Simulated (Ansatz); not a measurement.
# C2H8AlNO: one species, many methods

How much do the methods differ for C2H8AlNO? The plan is to run it at one geometry with functionals of several rungs and with coupled cluster. The yardstick is the atomisation energy at the CCSD(T) limit.

The runs use Ansatz 0.2.0, Gaussian basis; functionals in def2-TZVPP, the program's frozen cores in correlated methods.

Levels to be run: LDA (SPW92), PBE-D4, revPBE-D4, BLYP-D4, r2SCAN-D4, B97M-V, PBE0-D4, B3LYP-D4, r2SCANh-D4, r2SCAN0-D4, HSE06-D4, BHLYP-D4, CAM-B3LYP-D4, LC-ωPBE, ωB97X-V, ωB97M-V, B2PLYP, PBE-QIDH; CCSD(T)/def2-SVP; CCSD(T)/def2-TZVPP; MP2/def2-QZVPP; extrapolation to the limit; RPA on PBE.

## 1. Structure used throughout

All runs share one geometry, relaxed beforehand with PBE0-D4 in a triple-zeta def2 set.

13 atoms, charge 0, spin multiplicity 1.

Atoms are counted from 1 here; the program's logs count them from 0.

Bond lengths: N1–C2 1.407 Å, N1–H6 1.009 Å, N1–H7 1.011 Å, C2–O3 1.451 Å, C2–H8 1.091 Å, C2–H9 1.092 Å, O3–C4 1.486 Å, O3–Al5 1.928 Å, C4–Al5 1.950 Å, C4–H10 1.091 Å, C4–H11 1.088 Å, Al5–H12 1.585 Å, Al5–H13 1.593 Å. Angles: C2–N1–H6 114.0°, C2–N1–H7 113.3°, H6–N1–H7 109.9°, N1–C2–O3 116.6°, N1–C2–H8 110.2°, N1–C2–H9 110.0°, O3–C2–H8 103.6°, O3–C2–H9 106.2°, H8–C2–H9 109.9°, C2–O3–C4 119.3°, C2–O3–Al5 138.2°, C4–O3–Al5 68.3°, O3–C4–Al5 66.7°, O3–C4–H10 110.1°, O3–C4–H11 108.7°, Al5–C4–H10 118.1°, Al5–C4–H11 128.6°, H10–C4–H11 111.5° and more.

As a file:

```mol
C2H8AlNO
  3D, bonds by distance, orders not assigned

 13 13  0  0  0  0  0  0  0  0999 V2000
   -1.1863   -1.0316    0.9833 N   0  0
    0.0984   -1.2740    0.4628 C   0  0
    0.6673   -0.2342   -0.3736 O   0  0
    0.9438    1.1019    0.2159 C   0  0
    0.0492    1.1912   -1.5146 Al  0  0
   -1.2165   -0.2984    1.6764 H   0  0
   -1.8813   -0.8597    0.2696 H   0  0
    0.0820   -2.1480   -0.1898 H   0  0
    0.8080   -1.4325    1.2779 H   0  0
    0.3412    1.2485    1.1137 H   0  0
    2.0072    1.1743    0.4341 H   0  0
    0.8473    1.2461   -2.8823 H   0  0
   -1.5399    1.2817   -1.4585 H   0  0
  1  2  8  0
  1  6  8  0
  1  7  8  0
  2  3  8  0
  2  8  8  0
  2  9  8  0
  3  4  8  0
  3  5  8  0
  4  5  8  0
  4 10  8  0
  4 11  8  0
  5 12  8  0
  5 13  8  0
M  END
```

## 2. LDA

This LDA is Slater exchange with PW92 correlation.

in.yaml

```yaml
crystal:
  periodic: [false, false, false]
  atoms:
    - {symbol: N, position_ang: [-1.186336, -1.031563, 0.983258]}
    - {symbol: C, position_ang: [0.098411, -1.274033, 0.462771]}
    - {symbol: O, position_ang: [0.667267, -0.234158, -0.373552]}
    - {symbol: C, position_ang: [0.943752, 1.101917, 0.215876]}
    - {symbol: Al, position_ang: [0.049155, 1.191204, -1.514562]}
    - {symbol: H, position_ang: [-1.216533, -0.298442, 1.676391]}
    - {symbol: H, position_ang: [-1.881312, -0.859743, 0.269627]}
    - {symbol: H, position_ang: [0.082012, -2.148031, -0.189791]}
    - {symbol: H, position_ang: [0.807971, -1.432539, 1.277919]}
    - {symbol: H, position_ang: [0.341211, 1.248506, 1.113710]}
    - {symbol: H, position_ang: [2.007232, 1.174310, 0.434134]}
    - {symbol: H, position_ang: [0.847296, 1.246128, -2.882276]}
    - {symbol: H, position_ang: [-1.539925, 1.281745, -1.458504]}
basis:
  gaussian: {orbitals: def2-TZVPP}
hamiltonian: {xc: lda}
output: {orbitals: {seedname: orbitals}}
```

Run with:

```sh
$ ansatz run in.yaml --threads 4 --pin off --events-out ev --progress --plain --max-ram 10444MiB
```

After this run come: PBE-D4 (GGA); revPBE-D4 (GGA); BLYP-D4 (GGA); r2SCAN-D4 (meta-GGA); B97M-V (meta-GGA); B3LYP-D4 (hybrid); r2SCANh-D4 (hybrid); r2SCAN0-D4 (hybrid); HSE06-D4 (hybrid); BHLYP-D4 (hybrid); CAM-B3LYP-D4 (range-separated); LC-ωPBE (range-separated); ωB97X-V (range-separated); ωB97M-V (range-separated); B2PLYP (double hybrid); PBE-QIDH (double hybrid); CCSD(T) in def2-SVP; CCSD(T) in def2-TZVPP; MP2 in def2-QZVPP; RPA on PBE orbitals.

**Question.** What will the summary of the whole plan be? Wanted: atomisation energy, CCSD(T)/CBS; farthest beyond LDA; mean size of error, GGA; mean size of error, meta-GGA; mean size of error, hybrid; mean size of error, range-separated; mean size of error, double hybrid; gap, smallest and largest; T1 diagnostic.

The runs gave:

| quantity | value |
| --- | --- |
| atomisation energy, CCSD(T)/CBS | 46.648 eV |
| functionals within 0.233 eV (0.5 %) | BLYP-D4, r2SCAN-D4, B97M-V, PBE0-D4, B3LYP-D4, HSE06-D4, LC-ωPBE, ωB97X-V, ωB97M-V |
| farthest beyond LDA | BHLYP-D4 (-1.435 eV) |
| mean size of error, GGA | 0.387 eV |
| mean size of error, meta-GGA | 0.103 eV |
| mean size of error, hybrid | 0.457 eV |
| mean size of error, range-separated | 0.204 eV |
| mean size of error, double hybrid | 0.555 eV |
| gap, smallest and largest | 5.10 eV (LDA (SPW92)), 11.94 eV (LC-ωPBE) |
| T1 diagnostic | 0.0116 |
| triples share of the correlation energy | 3.7 % |

What this shows: The LDA atomisation energy is off by 6.968 eV (15 %): it overbinds. PBE-D4 is off by +0.818 eV. Double hybrids carry the basis error of their MP2 part in triple zeta, and no dispersion term here, so their miss is partly the set-up's. The rungs meta-GGA, range-separated miss on average by less than the doubt on the reference (0.233 eV), so they tie. The reference freezes the cores and leaves out relativity and excitations past (T), so misses under about 0.233 eV can't be ranked. Hartree-Fock recovers 70 % of the binding; the rest is correlation. CCSD(T) in def2-SVP is off by -2.534 eV, worse than the median functional, from the basis alone. The gap grows from 5.1 to 11.9 eV across the functionals, mostly with the share of exact exchange.
